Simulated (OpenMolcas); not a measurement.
# Au²⁺ among point charges: CASSCF and CASPT2 levels and susceptibility

How does a field of 6 point charges split the states of Au²⁺, and what χT follows?

Program: OpenMolcas 26.06. Level of theory: state-averaged CASSCF and CASPT2, spin-orbit coupling by RASSI with atomic mean-field integrals. These are calculated values, not measurements, unless marked.

## 1. The atom as given

- Species: Au²⁺ (gold, Z = 79, 77 electrons)
- Basis: ANO-RCC-VDZP [7s6p4d2f], 59 functions
- Scalar Hamiltonian: DKH2, point nucleus
- Inactive shells: 1s 2s 2p 3s 3p 3d 4s 4p 4d 4f 5s 5p
- Active space: 9 electrons in 5 orbitals (5d)
- Some configurations of this space: 5d9
- Orbitals: optimised for each spin and parity, averaged over all roots

The outer shells:

5d9
```
5d [↑↓][↑↓][↑↓][↑↓][↑ ]
```

The ion sits among 6 point charges of -1.7 e arranged as a trigonal antiprism (D3d), 1.86 Å from the ion, with a polar angle of 59.1° against the regular 54.74°.

Each step is its own input file, run in one work folder so that later steps find the files of earlier ones. Labels, J, g values, rates, χT and fits are worked out afterwards by a script from the matrices that RASSI stores. The input lists half of the charges; inversion (Group=XYZ) makes the rest.

## 2. Basis and integrals

a.inp

```
&GATEWAY
Coord
1

Au 0.0 0.0 0.0
Basis=ANO-RCC-VDZP
Group=XYZ
NoMove
AngMom=0.0 0.0 0.0
AMFI
XField
3 Angstrom 0
0.000000 1.596242 0.954784 -1.700000
1.382386 -0.798121 0.954784 -1.700000
1.382386 0.798121 -0.954784 -1.700000
&SEWARD
```

## 3. CASSCF: doublets of even parity, 5 roots

a.inp

```
&RASSCF
FileOrb=start.orb
Symmetry=1
Spin=2
nActEl=9 0 0
Inactive=15 19
Ras2=5 0
CIRoot=5 5 1
SDav=5
CIMx=300
Iter=120 100
PrWF=0.3
OrbListing=Nothing
MaxOrb=0
>>> COPY $Project.JobIph JOB001
```

start.orb holds the contracted functions of the basis, ordered by shell, or the orbitals of the step before.

## 4. State interaction with spin-orbit coupling

a.inp

```
&RASSI
NrOfJobIphs=1 5
1 2 3 4 5
IphNames
JOB001
EJob
SpinOrbit
DIPRint=1.0
SOCoupling=1000.0
Subsets=2
Property=9
'ANGMOM' 1 'ANGMOM' 2 'ANGMOM' 3 'MLTPL  1' 1 'MLTPL  1' 2 'MLTPL  1' 3
'AMFI' 1 'AMFI' 2 'AMFI' 3
SOProperty=3
'ANGMOM' 1 'ANGMOM' 2 'ANGMOM' 3
```

## 5. CASPT2: IPEA 0.25, imaginary shift 0.1 (closed shells correlated: 5s 5p)

a.inp

```
>>> COPY JOB001 $Project.JobIph
&CASPT2
Multistate=5 1 2 3 4 5
NoMult
Frozen=14 16
IPEA=0.25
Imaginary=0.1
MaxIter=60
WThr=0.0 0.3 0.05
PrWF=0.5
NoMix
```

(Steps that only read results are left out.)

**Question.** What will these runs give? Wanted: spin-free ground state; first state of the same spin within the active space; lowest level; next level.

The runs gave:

| quantity | value |
| --- | --- |
| method | SS-CASPT2, IPEA 0.25, imaginary shift 0.1 (closed shells correlated: 5s 5p) |
| spin-free ground state | 2E, 2-fold in its orbital part |
| first state of the same spin within the active space | 2E at 14000 cm⁻¹ |
| lowest level | 2-fold E1/2, g = 0.08, 0.08, 5.31 |
| next level | 4702.2 cm⁻¹ |
| χT at 300 K | 0.93 cm³ K/mol |
| effective moment at 300 K | 2.72 μB |

Cost by method:

| method | time of its own steps | time with the reference |
| --- | --- | --- |
| A. CASSCF | 1.4 s | 1.4 s |
| B. SS-CASPT2, IPEA 0.25, imaginary shift 0.1, +5s 5p | 0.46 s | 1.8 s |

Times are of one thread on a shared host.

In words: The spin-free ground state (2E) comes to 100 % from free-ion D terms and keeps the highest spin of the shell. χT at 300 K is 0.93, against 0.38 cm³ K/mol for the spin alone, so orbital moment adds to it. CASPT2 does not keep the components of a term degenerate, and the means are used. The field of point charges can differ much from that of real complexes. Point charges carry no covalency, so the field is a model and not that of real ligands.
